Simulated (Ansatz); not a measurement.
# CH₅AlGaN: one species, many methods

An exercise on one series of results from a longer session: the logs are not shown, and one member is left open.

The runs use Ansatz 0.2.0, Gaussian basis; functionals in def2-TZVPP, the program's frozen cores in correlated methods.

The runs, in order: LDA (SPW92), PBE-D4, revPBE-D4, BLYP-D4, r2SCAN-D4, B97M-V, PBE0-D4, B3LYP-D4, r2SCANh-D4, r2SCAN0-D4, HSE06-D4, BHLYP-D4, CAM-B3LYP-D4, LC-ωPBE, ωB97X-V, ωB97M-V, B2PLYP, PBE-QIDH; CCSD(T)/def2-SVP; CCSD(T)/def2-TZVPP; MP2/def2-QZVPP; extrapolation to the limit; RPA on PBE.

**The relaxed structure**

The geometry comes from an earlier relaxation with PBE0-D4 in a triple-zeta def2 set; it is a stationary point, not always the lowest conformer.

9 atoms, charge 0, spin multiplicity 1.

Atoms are counted from 1 here; the program's logs count them from 0.

Bond lengths: Al1–C2 1.936 Å, Al1–N3 1.998 Å, Al1–H5 1.585 Å, Al1–H6 1.585 Å, C2–N3 1.278 Å, C2–H7 1.097 Å, N3–Ga4 1.858 Å, Ga4–H8 1.555 Å, Ga4–H9 1.555 Å. Angles: C2–Al1–N3 37.9°, C2–Al1–H5 118.3°, C2–Al1–H6 118.2°, N3–Al1–H5 113.6°, N3–Al1–H6 113.6°, H5–Al1–H6 123.2°, Al1–C2–N3 73.7°, Al1–C2–H7 164.6°, N3–C2–H7 121.7°, Al1–N3–C2 68.4°, Al1–N3–Ga4 138.9°, C2–N3–Ga4 152.7°, N3–Ga4–H8 114.9°, N3–Ga4–H9 114.8°, H8–Ga4–H9 129.5°.

Coordinates:

```xyz
9

Al    0.22262    1.70552   -0.24476
C     1.23508    0.13490   -0.74979
N     0.21326   -0.28795   -0.10956
Ga   -0.84225   -1.63670    0.61178
H    -0.83931    2.27720   -1.27377
H     0.59326    2.43213    1.11466
H     1.98630   -0.55386   -1.15507
H    -0.55995   -1.95963    2.10665
H    -2.00901   -2.11161   -0.30015
```

Set-up of the first run:

Input file in.yaml:

```yaml
crystal:
  periodic: [false, false, false]
  atoms:
    - {symbol: Al, position_ang: [0.222621, 1.705524, -0.244760]}
    - {symbol: C, position_ang: [1.235081, 0.134896, -0.749787]}
    - {symbol: N, position_ang: [0.213256, -0.287951, -0.109563]}
    - {symbol: Ga, position_ang: [-0.842252, -1.636704, 0.611781]}
    - {symbol: H, position_ang: [-0.839309, 2.277203, -1.273766]}
    - {symbol: H, position_ang: [0.593259, 2.432132, 1.114662]}
    - {symbol: H, position_ang: [1.986305, -0.553859, -1.155074]}
    - {symbol: H, position_ang: [-0.559946, -1.959634, 2.106650]}
    - {symbol: H, position_ang: [-2.009014, -2.111606, -0.300152]}
basis:
  gaussian: {orbitals: def2-TZVPP}
hamiltonian: {xc: lda}
output: {orbitals: {seedname: orbitals}}
```

Launch:

```
ansatz run in.yaml --threads 2 --pin off --events-out ev --progress --plain --max-ram 4352MiB
```

Steps of the session up to this table: LDA; PBE-D4 (GGA); revPBE-D4 (GGA); BLYP-D4 (GGA); r2SCAN-D4 (meta-GGA); B97M-V (meta-GGA); B3LYP-D4 (hybrid); r2SCANh-D4 (hybrid); r2SCAN0-D4 (hybrid); HSE06-D4 (hybrid); BHLYP-D4 (hybrid); CAM-B3LYP-D4 (range-separated); LC-ωPBE (range-separated); ωB97X-V (range-separated); ωB97M-V (range-separated); B2PLYP (double hybrid); PBE-QIDH (double hybrid).

One of the session's tables, all rows but one given; the rest of the session is left out.

It belongs to the step «Orbital energies across the functionals». 

```
  functional  HOMO (eV)  LUMO (eV)  gap (eV)
 LDA (SPW92)      -5.74      -2.89      2.85
      PBE-D4      -5.59      -2.64      2.95
   revPBE-D4      -5.52      -2.53      2.99
     BLYP-D4      -5.47      -2.58      2.89
   r2SCAN-D4          ?          ?         ?
      B97M-V      -5.87      -2.62      3.26
     PBE0-D4      -6.67      -1.85      4.82
    B3LYP-D4      -6.49      -2.12      4.37
  r2SCANh-D4      -6.17      -2.09      4.08
  r2SCAN0-D4      -6.80      -1.68      5.12
    HSE06-D4      -6.27      -2.21      4.06
    BHLYP-D4      -7.72      -1.11      6.61
CAM-B3LYP-D4      -7.97      -0.97      7.00
     LC-ωPBE      -9.26       0.21      9.47
     ωB97X-V      -8.94       0.06      8.99
     ωB97M-V      -8.81      -0.17      8.64
```

**Question.** Estimate the row for r2SCAN-D4.

Worked estimate for «HOMO (eV)». Against the share of exact exchange, r2SCANh-D4 (0.1, -6.17), r2SCAN0-D4 (0.25, -6.80) give a slope of -4.20 per unit share; at 0 the line stands at -5.75.

**Answer.** HOMO (eV): -5.76; LUMO (eV): -2.37; gap (eV): 3.39. In «HOMO (eV)» the line misses by +0.01.
